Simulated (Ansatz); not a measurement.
# AlBH4Te: one structure at several levels

An exercise on one series of results from a longer session: the logs are not shown, and one member is left open.

Computed with Ansatz 0.2.0, Gaussian basis. Level: single points in def2-TZVPP.

Cores are frozen in the correlated methods. Filled d shells of the heavier atoms are correlated. Core potentials replace the inner electrons past krypton, and spin-orbit coupling is left out.

## Where the work starts

SMILES `B[Te][AlH2]`, 7 atoms, charge 0, spin multiplicity 1.

Atoms are counted from 1 here; the program's logs count them from 0.

Bond lengths: B1–Te2 2.115 Å, B1–H4 1.191 Å, B1–H5 1.209 Å, Te2–Al3 2.580 Å, Al3–H6 1.644 Å, Al3–H7 1.489 Å. Angles: Te2–B1–H4 121.7°, Te2–B1–H5 123.2°, H4–B1–H5 115.1°, B1–Te2–Al3 77.0°, Te2–Al3–H6 121.3°, Te2–Al3–H7 124.2°, H6–Al3–H7 114.3°.

Geometry (Å):

```xyz
7
AlBH4Te
B    -1.2428   -0.6143   -0.5804
Te   -0.2551    0.9192   -1.6511
Al    1.1731    0.6901    0.4858
H    -2.2381   -1.1230   -0.9908
H    -0.8582   -1.0279    0.4884
H     2.5877   -0.1478    0.4823
H     0.8566    1.3545    1.7798
```

Set-up of the first run:

run/in.yaml

```yaml
crystal:
  periodic: [false, false, false]
  atoms:
    - {symbol: B, position_ang: [-1.242800, -0.614300, -0.580400]}
    - {symbol: Te, position_ang: [-0.255100, 0.919200, -1.651100]}
    - {symbol: Al, position_ang: [1.173100, 0.690100, 0.485800]}
    - {symbol: H, position_ang: [-2.238100, -1.123000, -0.990800]}
    - {symbol: H, position_ang: [-0.858200, -1.027900, 0.488400]}
    - {symbol: H, position_ang: [2.587700, -0.147800, 0.482300]}
    - {symbol: H, position_ang: [0.856600, 1.354500, 1.779800]}
basis:
  gaussian: {orbitals: def2-TZVPP}
correlation: {method: ccsd_t}
output: {forces: true}
```

The command line of these runs was not kept.

Among the steps run: CCSD(T)/def2-TZVPP; PBE0-D4/def2-TZVPP; wB97M-V/def2-TZVPP; r2SCAN-D4/def2-TZVPP; PBE-D4/def2-TZVPP; r2SCANh-D4/def2-TZVPP; wB97X-V/def2-TZVPP.

One of the session's tables, all rows but one given; the rest of the session is left out.

| method | RMS force component (eV/Å) | angle to CCSD(T) forces (°) | dipole (D) |
| --- | --- | --- | --- |
| CCSD(T) | 0.565 | reference | 0.52 |
| PBE0-D4 | 0.569 | 4.8 | 0.43 |
| wB97M-V | 0.560 | 6.5 | 0.41 |
| r2SCAN-D4 | 0.563 | 3.8 | 0.44 |
| PBE-D4 | 0.570 | 11.5 | 0.60 |
| r2SCANh-D4 | 0.565 | 2.9 | 0.41 |
| wB97X-V | ? | ? | ? |

**Question.** Estimate the row for wB97X-V.

The run gave: RMS force component (eV/Å): 0.577; angle to CCSD(T) forces (°): 6.2; dipole (D): 0.34. In the column «RMS force component (eV/Å)» it is the highest.
